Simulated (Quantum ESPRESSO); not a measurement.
The system is Ti.

```xyz
1
Lattice="0.0000 2.1250 2.1250 2.1250 0.0000 2.1250 2.1250 2.1250 0.0000" Properties=species:S:1:pos:R:3 pbc="T T T"
Ti    0.0000    0.0000    0.0000
```

The cell was built by a generator and needn't be a form met in nature.

Base run:

- Program: Quantum ESPRESSO 7.5
- Functional: PBEsol
- Potentials or basis: GBRV 1.5 PBEsol
- Cutoff: 612 eV
- Density cutoff: 4898 eV
- k mesh: 16 × 16 × 16
- Occupations: methfessel-paxton, width 0.1 eV
- Spin: no spin polarisation

Its results: band gap on the k mesh none (metal or under the smearing width); pressure -12.6 GPa.

Q: The run is repeated on the same cell with these changes: functional from PBEsol to LDA; potentials or basis from GBRV 1.5 PBEsol to GBRV 1.5 LDA. What comes out?

A: Band gap on the k mesh none (metal or under the smearing width); pressure -16.1 GPa.

Caveats: so large a pressure means that the cell lies far from this level's equilibrium, or that cutoff or potentials fall short (some runs).
